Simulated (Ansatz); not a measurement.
Geometry optimisation, DFT PBEsol, scalar-relativistic, plane waves, PAW in Ansatz.

Input:

```yaml
crystal:
  lattice:
    - [6.672, 0.0, 0.0]
    - [0.0, 6.672, 0.0]
    - [0.0, 0.0, 16.004]
  atoms:
    - { symbol: Zr, position: [0.25, 0.25, 0.1667083] }
    - { symbol: Zn, position: [0.0, 0.0, 0.0624844] }
    - { symbol: Zr, position: [0.25, 0.25, 0.3751562] }
    - { symbol: Zn, position: [0.0, 0.0, 0.2709323] }
    - { symbol: Zr, position: [0.25, 0.75, 0.1667083] }
    - { symbol: Zn, position: [0.0, 0.5, 0.0624844] }
    - { symbol: Zr, position: [0.25, 0.75, 0.3751562] }
    - { symbol: Zn, position: [0.0, 0.5, 0.2709323] }
    - { symbol: Zr, position: [0.75, 0.25, 0.1667083] }
    - { symbol: Zn, position: [0.5, 0.0, 0.0624844] }
    - { symbol: Zr, position: [0.75, 0.25, 0.3751562] }
    - { symbol: Zn, position: [0.5, 0.0, 0.2709323] }
    - { symbol: Zr, position: [0.75, 0.75, 0.1667083] }
    - { symbol: Zn, position: [0.5, 0.5, 0.0624844] }
    - { symbol: Zr, position: [0.75, 0.75, 0.3751562] }
    - { symbol: Zn, position: [0.5, 0.5, 0.2709323] }
    - { symbol: O, position: [-0.0194832, 0.261046, 0.4963759] }
    - { symbol: H, position: [0.0202029, 0.2821831, 0.5544864] }
basis:
  ecutwfc: 420.0
kpoints:
  mp_grid: { grid: [3, 3, 1] }
hamiltonian:
  xc: pbesol
scf:
  occupations: { method: fermi_dirac, width: 0.15 }
  lower_state_search: "off"
relax:
  f_tol: 0.03
  max_steps: 60
  adjacent_minimum: "off"
  constraints: [{ sites: [1, 5, 9, 13] }]
```

Run as:

```bash
$ ansatz run input.yaml --threads 4 --pin off --max-ram 10240MiB --backend cpu --events-out ev --progress --plain --runs-dir out
```

Problem. Where does it end, and by what steps?

Solution. The forces met the threshold. The force dipped under the threshold on the way, but the program's further checks kept it going. Limits of this set-up: coarse k mesh, thin slab, slab without dipole correction, odd electron count without spin. After 12 steps the energy has fallen by 1.327 eV; H18 moved furthest, 0.65 Å.

```csv
step,energy less start (eV),largest force component (eV/Å),accepted
0,0.0000,2.186,yes
1,-0.9581,0.988,yes
2,-1.1926,0.831,yes
3,-1.3036,0.397,yes
4,-1.3185,0.085,yes
5,-1.3253,0.055,yes
6,-1.3261,0.064,yes
7,-1.3266,0.030,yes
8,-1.3269,0.034,yes
9,-1.3254,0.324,no
10,-1.3273,0.004,yes
11,-1.3273,0.053,yes
12,-1.3274,0.006,yes
```

```xyz
18
Lattice="6.6720 0.0000 0.0000 0.0000 6.6720 0.0000 0.0000 0.0000 16.0040" Properties=species:S:1:pos:R:3
Zr 1.673 1.664 2.509
Zn 0.000 0.000 1.000
Zr 1.568 1.694 6.023
Zn 0.000 0.114 4.287
Zr 1.684 5.008 2.592
Zn 0.000 3.336 1.000
Zr 1.721 4.998 5.653
Zn 0.000 3.237 4.258
Zr 4.999 1.664 2.509
Zn 3.336 0.000 1.000
Zr 5.104 1.694 6.023
Zn 3.336 0.203 4.310
Zr 4.987 5.008 2.593
Zn 3.336 3.336 1.000
Zr 4.952 4.998 5.653
Zn 3.336 3.147 4.282
O 0.000 1.649 7.493
H 0.000 2.175 8.313
```

Whether the end is a true minimum wasn't checked by a vibrational analysis.

Run time: 2.2 min on 4 threads of AMD EPYC 7B13 (Zen 3) (shared host), peak memory 2 GiB.
